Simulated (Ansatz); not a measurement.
# Si3Ge: the cost of one run

Code: Ansatz 0.2.0. PAW datasets, plane waves. Note: simulated data, non-magnetic, for a generated structure that need not be the stable one.

## (1) Starting point

The unstrained cell was relaxed with r2SCAN; in each strained cell the atoms were relaxed again with r2SCAN. Names of k-points are those of the unstrained zone, where strain can split equivalent points. First state: +4.5 % biaxial strain in x and y, free along z.

Space group P-4m2 (No. 115), tetragonal; a = 4.065 Å, c = 5.297 Å in the conventional setting, 21.88 Å³ an atom. Around Si lie 2 Si at 2.41 Å and 2 Ge at 2.44 Å; around Si lie 4 Si at 2.41 Å; around Ge lie 4 Si at 2.44 Å.

The structure in full:

```xyz
4
Lattice="4.0650 0.0000 0.0000 0.0000 4.0650 0.0000 0.0000 0.0000 5.2971" Properties=species:S:1:pos:R:3 pbc="T T T"
Si    2.0325    0.0000    4.0017
Si    2.0325    2.0325    0.0000
Si    0.0000    2.0325    1.2954
Ge    0.0000    0.0000    2.6485
```

## (2) +4.5 % biaxial strain in x and y, free along z: PBE

input.yaml reads:

```yaml
crystal:
  lattice:
    - [4.0650050138, 0.0, 0.0]
    - [0.0, 4.0650050138, 0.0]
    - [0.0, 0.0, 5.2970843169]
  atoms:
    - { symbol: Si, position: [0.5, 0.0, 0.7554557209] }
    - { symbol: Si, position: [0.5, 0.5, 0.0] }
    - { symbol: Si, position: [0.0, 0.5, 0.2445442791] }
    - { symbol: Ge, position: [0.0, 0.0, 0.5] }
kpoints:
  mp_grid: { grid: [6, 6, 6] }
  band_path:
    path:
      - [0.0, 0.0, 0.0]
      - [0.0, 0.5, 0.0]
      - [0.5, 0.5, 0.0]
      - [0.0, 0.0, 0.5]
      - [0.0, 0.5, 0.5]
      - [0.5, 0.5, 0.5]
      - [0.0, 0.0, 0.195312]
    npoints: 1
hamiltonian:
  xc: pbe
scf:
  occupations: { method: fermi_dirac, width: 0.02 }
  n_extra_bands: 5
output:
  forces: true
  stress: true
  eigenvalues: true
```

Started as:

```sh
ansatz run input.yaml --threads 4 --pin off --max-ram 3686MiB --backend cpu --events-out ev --progress --plain --runs-dir out
```

Q: Estimate wall time and peak memory on 4 threads of Arm Neoverse N1, shared host.

About 4.3 s, with a peak of 0.42 GiB.
